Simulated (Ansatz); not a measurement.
## LiY3 under changes of volume

One of the cells (29.656 Å³/atom); the others are scaled copies at fixed shape and fractional positions:

```
Y Li
1.0
     0.00000    3.89985    3.89985
     3.89985    0.00000    3.89985
     3.89985    3.89985    0.00000
Y Li
3 1
Direct
  0.50000 0.50000 0.50000
  0.75000 0.75000 0.75000
  0.25000 0.25000 0.25000
  0.00000 0.00000 0.00000
```

The cell comes from a database or a generator and needn't be the stable form of this composition.

```yaml
Program: Ansatz 0.2.0
Functional: PBE
Potentials_or_basis: Ansatz PAW
Cutoff: "420 eV (not typed: the program's choice for these potentials)"
k_mesh: 6 × 6 × 6
Occupations: fermi-dirac, width 0.05 eV
Spin: no spin polarisation
```

```tsv
volume (Å³/atom)	energy over the lowest point (meV/atom)	pressure (GPa)
27.877	12.03	2.3
28.470	5.17	1.5
29.063	?	?
29.656	0.00	0.0
30.249	1.24	-0.6
30.842	4.77	-1.2
31.435	10.38	-1.8
```

Question: What does the run at 29.063 Å³/atom give?

Answer: Energy over the lowest point 1.24 meV/atom; pressure 0.7 GPa.

Worked out: A Birch-Murnaghan fit of order 3 (a polynomial in V^(-2/3)) to the other rows has its minimum at 29.65 Å³/atom with B0 = V·E''(V) = 33 GPa and B' = 3.2. It gives 1.24 meV/atom at 29.063 Å³/atom, against the run's 1.24, and -dE/dV = 0.7 GPa, against 0.7.

Energies are extrapolated to zero smearing.
